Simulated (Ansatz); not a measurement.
**CH5AsSi (SMILES C1[SiH2][AsH]1) at revPBE/def2-SVP**

Aim: the energy change on altering one bond length of CH5AsSi at revPBE/def2-SVP, from 2 runs. 

Program for the calculation: Ansatz 0.2.0.

78 further runs of the same task are left out: 78 set aside as unsound or not needed.

## Step 1: The molecule

The species is CH5AsSi (8 atoms), meant as a singlet with charge 0. As SMILES, `C1[SiH2][AsH]1`. The coordinates come from a PBE0-D4/def2-TZVP relaxation.

Bond lengths: C1–Si2 1.843 Å, C1–As3 2.046 Å, Si2–As3 2.317 Å, C1–H4 1.084 Å, C1–H5 1.086 Å, Si2–H6 1.480 Å, Si2–H7 1.479 Å, As3–H8 1.526 Å. Some angles: C1–Si2–As3 57.6°, Si2–C1–As3 72.9°, C1–As3–Si2 49.5°, C1–Si2–H6 117.5°, C1–Si2–H7 118.2°, As3–Si2–H6 118.8°, As3–Si2–H7 119.8°, Si2–C1–H4 121.0°, Si2–C1–H5 118.1°, As3–C1–H4 114.8°.

## Step 2: The energy at revPBE/def2-SVP

The input, molecule.yaml:

```yaml
crystal:
  periodic: [false, false, false]
  atoms:
    - symbol: C
      position_ang: [-0.770300, 0.017900, -0.576000]
    - symbol: Si
      position_ang: [0.707800, 0.663100, 0.315700]
    - symbol: As
      position_ang: [-0.538100, -1.122700, 1.107200]
    - symbol: H
      position_ang: [-0.667200, -0.524000, -1.509300]
    - symbol: H
      position_ang: [-1.690700, 0.591800, -0.522300]
    - symbol: H
      position_ang: [0.581300, 1.973900, 0.990500]
    - symbol: H
      position_ang: [2.040800, 0.422300, -0.277100]
    - symbol: H
      position_ang: [0.428400, -2.079400, 0.415600]
basis:
  gaussian:
    orbitals: def2-SVP
hamiltonian:
  xc: {name: revPBE}
accuracy: high
output:
  orbitals: {seedname: orbitals}
```

Started as:

```bash
ansatz run molecule.yaml --threads 1 --pin off --max-ram 3480MiB --events-out events.jsonl --progress --plain --runs-dir runs
```

Log:

```text
Warning: RAYON_NUM_THREADS=1 ignored (pool sized by the plan → 1); use --threads N
Functional definition: revPBE
  name "revPBE"
  parameter kappa = 1.245
  parameter beta = 0.06672455060314922
  exchange = pbe_x(kappa = kappa, mu = beta*pi^2/3)
  correlation = pbe_c(beta = beta)
1915 factors; integrals over basis functions are off by at most 4.8e-9 eV
mean field evaluation 1: about -69811.5207 eV, gradient 5.5e1 eV
mean field evaluation 2: about -69789.1612 eV, gradient 9.3e1 eV
mean field evaluation 4: about -69819.1637 eV, gradient 4.5e0 eV
mean field evaluation 8: about -69819.2423 eV, gradient 1.6e-1 eV
mean field evaluation 16: about -69819.2424 eV, gradient 4.9e-6 eV
mean field -69819.24243130 eV, -2565.8098341680 hartree, gradient 3.5e-8 eV, S^2 0.000000; 0 other end points of the search recorded, 0 dependent functions left out
reference -69819.24243513 eV, -2565.8098343088 hartree; 29, 29 occupied and 60, 60 virtual orbitals, 1915 factors
Total energy: -69819.24243513 eV, -2565.8098343088 hartree
```

Run time: 6.6 s. Hardware: 1 thread of Arm Neoverse V1, shared host; peak memory 0.22 GiB.

## Step 3: The distorted shape, same level

The input, in.yaml:

```yaml
basis:
  gaussian:
    orbitals: def2-SVP
crystal:
  periodic: [false, false, false]
  atoms:
    - symbol: C
      position_ang: [-1.836703, 0.210541, -0.101759]
    - symbol: Si
      position_ang: [-0.358603, 0.855741, 0.789941]
    - symbol: As
      position_ang: [-1.604503, -0.930059, 1.581441]
    - symbol: H
      position_ang: [-1.733603, -0.331359, -1.035059]
    - symbol: H
      position_ang: [-2.757103, 0.784441, -0.048059]
    - symbol: H
      position_ang: [-0.485103, 2.166541, 1.464741]
    - symbol: H
      position_ang: [2.040800, 0.422300, -0.277100]
    - symbol: H
      position_ang: [-0.638003, -1.886759, 0.889841]
hamiltonian:
  xc: {name: revPBE}
accuracy: high
output: {orbitals: {seedname: orbitals}}
```

Started as:

```bash
ansatz run in.yaml --threads 1 --pin off --max-ram 3480MiB --events-out events.jsonl --progress --plain --runs-dir runs
```

Log:

```text
Warning: RAYON_NUM_THREADS=1 ignored (pool sized by the plan → 1); use --threads N
[... 6 set-up lines as earlier in the session ...]
1893 factors; integrals over basis functions are off by at most 4.2e-9 eV
mean field evaluation 1: about -69808.4237 eV, gradient 5.6e1 eV
mean field evaluation 2: about -69778.1541 eV, gradient 1.0e2 eV
mean field evaluation 4: about -69812.5340 eV, gradient 2.3e1 eV
mean field evaluation 8: about -69816.3087 eV, gradient 4.8e-1 eV
mean field evaluation 16: about -69816.2998 eV, gradient 1.2e-3 eV
mean field -69816.29980468 eV, -2565.7016946345 hartree, gradient 6.1e-8 eV, S^2 0.000000; 0 other end points of the search recorded, 0 dependent functions left out
reference -69816.29980867 eV, -2565.7016947810 hartree; 29, 29 occupied and 60, 60 virtual orbitals, 1893 factors
Total energy: -69816.29980867 eV, -2565.7016947810 hartree
```

It took 6.3 s on 1 thread of Arm Neoverse V1, shared host; peak memory 0.22 GiB.

## Step 4: What came out

At revPBE/def2-SVP:

| quantity | value |
| --- | --- |
| first shape: total energy | -2565.80983 Eh |
| first shape: HOMO energy | -5.84 eV |
| first shape: LUMO energy | -0.84 eV |
| first shape: HOMO–LUMO gap | 5.00 eV |
| distorted shape: total energy | -2565.70169 Eh |
| distorted shape: HOMO energy | -6.03 eV |
| distorted shape: LUMO energy | -3.63 eV |
| distorted shape: HOMO–LUMO gap | 2.40 eV |
| energy change with the Si2–H7 bond stretched from 1.479 to 2.662 Å | 2.943 eV |

One bond (distorted shape) is far stretched, which a spin-restricted single reference describes badly; a broken-symmetry solution may lie lower. With the Si2–H7 bond stretched from 1.479 to 2.662 Å the energy rises by 2.94 eV (284 kJ/mol). The first shape isn't relaxed at this level, so the change isn't measured from a minimum. A restricted reference can't describe the breaking bond well at this length.
